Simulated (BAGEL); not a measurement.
# triplet AlNH2Cl2: levels of theory compared

We compute a comparison of 3 runs (UHF/STO-3G, ROHF/6-31G*, ROHF/def2-SVPD) of triplet AlNH2Cl2. 

Program for the calculation: BAGEL 1.2.2.

1 further run of the same task is left out (it didn't finish). Runs told in other sessions of the task aren't counted.

## Step 1: The structure to begin with

AlNH2Cl2 has 6 atoms, charge 0, and is taken as a triplet. SMILES of the parent species: `[NH2][Al]([Cl])[Cl]`. The coordinates come from a PBE0-D4/def2-TZVP relaxation. That shape belongs to the parent species and isn't relaxed for this state.

Bond lengths: N1–Al2 1.747 Å, Al2–Cl3 2.082 Å, Al2–Cl4 2.082 Å, N1–H5 1.006 Å, N1–H6 1.006 Å. Angles: N1–Al2–Cl3 120.1°, N1–Al2–Cl4 120.1°, Cl3–Al2–Cl4 119.9°, Al2–N1–H5 124.4°, Al2–N1–H6 124.4°, H5–N1–H6 111.2°.

## Step 2: A single-point energy at UHF/STO-3G (density fitting with qzvpp-jkfit) (run 1)

The input, input.json:

```json
{ "bagel" : [

{
  "title" : "molecule",
  "basis" : "sto-3g",
  "df_basis" : "qzvpp-jkfit",
  "angstrom" : true,
  "geometry" : [
    { "atom" : "N", "xyz" : [      -0.150800,       1.005400,      -0.089000 ] },
    { "atom" : "Al", "xyz" : [       0.116500,      -0.715300,       0.048700 ] },
    { "atom" : "Cl", "xyz" : [       1.566400,      -1.444300,       1.352800 ] },
    { "atom" : "Cl", "xyz" : [      -1.014300,      -2.040600,      -1.091200 ] },
    { "atom" : "H", "xyz" : [       0.356900,       1.702800,       0.429400 ] },
    { "atom" : "H", "xyz" : [      -0.832500,       1.427900,      -0.697000 ] }
  ]
},

{ "title" : "uhf", "nopen" : 2 },

{ "title" : "print", "file" : "orbitals.molden", "orbitals" : true }

]}
```

The run is started by

```bash
$ BAGEL_NUM_THREADS=1 BAGEL input.json > input.out
```

Log:

```text
* using 1 threads per process

  ===============================================================
  ===============================================================

  *** Geometry ***

  { "atom" : "N", "xyz" : [     -0.284971,      1.899931,     -0.168186 ] },
  { "atom" : "Al", "xyz" : [      0.220153,     -1.351721,      0.092030 ] },
  { "atom" : "Cl", "xyz" : [      2.960067,     -2.729331,      2.556422 ] },
  { "atom" : "Cl", "xyz" : [     -1.916749,     -3.856175,     -2.062069 ] },
  { "atom" : "H", "xyz" : [      0.674443,      3.217826,      0.811448 ] },
  { "atom" : "H", "xyz" : [     -1.573197,      2.698340,     -1.317139 ] },

  Number of auxiliary basis functions:      497

  Since a DF basis is specified, we compute 2- and 3-index integrals:
    o Being stored without compression. Storage requirement is 0.005 GB

  Number of basis functions:       34
  Number of electrons      :       56

    * METHOD: MOLECULE                             0.15

  *** Open-shell HF ***

  === Nuclear Repulsion ===
   242.9103526874

      * DIIS with orbital gradients will be used.

  === UHF iteration (sto-3g) ===
      0      -1202.97754364          0.01813504           0.05
      1      -1203.04387143          0.00425586           0.05
      2      -1203.04722284          0.00079846           0.05
[... 13 lines of this table left out ...]
     16      -1203.04797604          0.00000000           0.05
    * SCF iteration converged.

    * S^2 (UHF) is 2.0100

    * Permanent dipole moment:
           (    0.585277,    -3.762509,     0.299996) a.u.

    * METHOD: UHF                                  0.94

    * METHOD: PRINT                                0.00

  ===============================================================
```

It took 1.2 s on 1 thread of Arm Neoverse V2, shared host.

## Step 3: A single-point energy at ROHF/6-31G(d) (density fitting with qzvpp-jkfit, spherical functions) (run 2)

The input, calc.json:

```json
{ "bagel": [

{
  "title": "molecule",
  "basis": "6-31gs.json",
  "df_basis": "qzvpp-jkfit",
  "angstrom": true,
  "geometry": [
    { "atom": "N", "xyz": [   -0.150800,    1.005400,   -0.089000 ] },
    { "atom": "Al", "xyz": [    0.116500,   -0.715300,    0.048700 ] },
    { "atom": "Cl", "xyz": [    1.566400,   -1.444300,    1.352800 ] },
    { "atom": "Cl", "xyz": [   -1.014300,   -2.040600,   -1.091200 ] },
    { "atom": "H", "xyz": [    0.356900,    1.702800,    0.429400 ] },
    { "atom": "H", "xyz": [   -0.832500,    1.427900,   -0.697000 ] }
  ]
},
{
  "title": "rohf",
  "nopen": 2
},
{
  "title": "print",
  "file": "orbitals.molden",
  "orbitals": true
}

]}
```

The basis set 6-31G* is read from a file made from the Basis Set Exchange's data (not shown).

The run is started by

```bash
$ BAGEL_NUM_THREADS=1 BAGEL calc.json > calc.out
```

Log:

```text
* using 1 threads per process

  ===============================================================
  ===============================================================

  *** Geometry ***

  { "atom" : "N", "xyz" : [     -0.284971,      1.899931,     -0.168186 ] },
  { "atom" : "Al", "xyz" : [      0.220153,     -1.351721,      0.092030 ] },
  { "atom" : "Cl", "xyz" : [      2.960067,     -2.729331,      2.556422 ] },
  { "atom" : "Cl", "xyz" : [     -1.916749,     -3.856175,     -2.062069 ] },
  { "atom" : "H", "xyz" : [      0.674443,      3.217826,      0.811448 ] },
  { "atom" : "H", "xyz" : [     -1.573197,      2.698340,     -1.317139 ] },

  Number of auxiliary basis functions:      497

  Since a DF basis is specified, we compute 2- and 3-index integrals:
    o Being stored without compression. Storage requirement is 0.021 GB

  Number of basis functions:       72
  Number of electrons      :       56

    * METHOD: MOLECULE                             0.20

  *** Open-shell HF ***

  === Nuclear Repulsion ===
   242.9103526874

      * DIIS with orbital gradients will be used.

  === ROHF iteration (6-31gs.json) ===
      0      -1216.34175534          0.02319036           0.12
      1      -1216.44343239          0.00952490           0.12
      2      -1216.46235788          0.00386816           0.13
[... 19 lines of this table left out ...]
     22      -1216.46714947          0.00000001           0.12
    * SCF iteration converged.

    * S^2 (ROHF) is 2.0000

    * Permanent dipole moment:
           (    0.379113,    -2.433689,     0.193610) a.u.

    * METHOD: ROHF                                 2.94

    * METHOD: PRINT                                0.01

  ===============================================================
```

Wall time 3.3 s (1 thread of Arm Neoverse V2, shared host); peak memory 0.11 GiB.

## Step 4: The energy at ROHF/def2-SVPD (density fitting with qzvpp-jkfit) (run 3)

The input, input.json:

```json
{ "bagel": [

{
  "title": "molecule",
  "basis": "def2-svpd.json",
  "df_basis": "qzvpp-jkfit",
  "angstrom": "true",
  "geometry": [
    { "atom": "N", "xyz": [      -0.150800,       1.005400,      -0.089000 ] },
    { "atom": "Al", "xyz": [       0.116500,      -0.715300,       0.048700 ] },
    { "atom": "Cl", "xyz": [       1.566400,      -1.444300,       1.352800 ] },
    { "atom": "Cl", "xyz": [      -1.014300,      -2.040600,      -1.091200 ] },
    { "atom": "H", "xyz": [       0.356900,       1.702800,       0.429400 ] },
    { "atom": "H", "xyz": [      -0.832500,       1.427900,      -0.697000 ] }
  ]
},

{ "title": "rohf", "nopen": 2 },

{ "title": "print", "file": "orbitals.molden", "orbitals": "true" }

]}
```

The basis set def2-SVPD is read from a file made from the Basis Set Exchange's data (not shown).

The run is started by

```bash
$ BAGEL_NUM_THREADS=1 BAGEL input.json > input.out
```

Log:

```text
* using 1 threads per process

  ===============================================================
  ===============================================================

  *** Geometry ***

  { "atom" : "N", "xyz" : [     -0.284971,      1.899931,     -0.168186 ] },
  { "atom" : "Al", "xyz" : [      0.220153,     -1.351721,      0.092030 ] },
  { "atom" : "Cl", "xyz" : [      2.960067,     -2.729331,      2.556422 ] },
  { "atom" : "Cl", "xyz" : [     -1.916749,     -3.856175,     -2.062069 ] },
  { "atom" : "H", "xyz" : [      0.674443,      3.217826,      0.811448 ] },
  { "atom" : "H", "xyz" : [     -1.573197,      2.698340,     -1.317139 ] },

  Number of auxiliary basis functions:      497

  Since a DF basis is specified, we compute 2- and 3-index integrals:
    o Being stored without compression. Storage requirement is 0.052 GB

  Number of basis functions:      114
  Number of electrons      :       56

    * METHOD: MOLECULE                             0.22

  *** Open-shell HF ***

  === Nuclear Repulsion ===
   242.9103526874

      * DIIS with orbital gradients will be used.

  === ROHF iteration (def2-svpd.json) ===
      0      -1216.01330540          0.01715842           0.22
      1      -1216.12433153          0.00710550           0.22
      2      -1216.14150675          0.00251846           0.22
[... 23 lines of this table left out ...]
     26      -1216.14704687          0.00000001           0.22
    * SCF iteration converged.

    * S^2 (ROHF) is 2.0000

    * Permanent dipole moment:
           (    0.231267,    -1.507076,     0.123568) a.u.

    * METHOD: ROHF                                 6.21

    * METHOD: PRINT                                0.02

  ===============================================================
```

Run time: 6.6 s. Hardware: 1 thread of Arm Neoverse V2, shared host; peak memory 0.17 GiB.

## Step 5: All runs side by side

```csv
run,level,energy (Eh),dipole moment (D),⟨S²⟩,wall time
1,UHF/STO-3G (density fitting with qzvpp-jkfit),-1203.047976,9.71,2.010,1.2 s
2,"ROHF/6-31G* (density fitting with qzvpp-jkfit, spherical functions)",-1216.467149,6.28,2.000,3.3 s
3,ROHF/def2-SVPD (density fitting with qzvpp-jkfit),-1216.147047,3.89,2.000,6.6 s
```

## Step 6: Summary of results

| quantity | value |
| --- | --- |
| run 3: total energy | -1216.14705 Eh |
| run 3: dipole moment | 3.89 D |
| run 3: ⟨S²⟩ | 2.000 |

What this shows: The dipole moment (its size) runs from 3.89 D (ROHF/def2-SVPD) to 9.71 D (UHF/STO-3G). The two ends differ in method and basis. In run 1 the basis is minimal, so the values are rough. All runs together took 11 s, the longest 6.6 s.
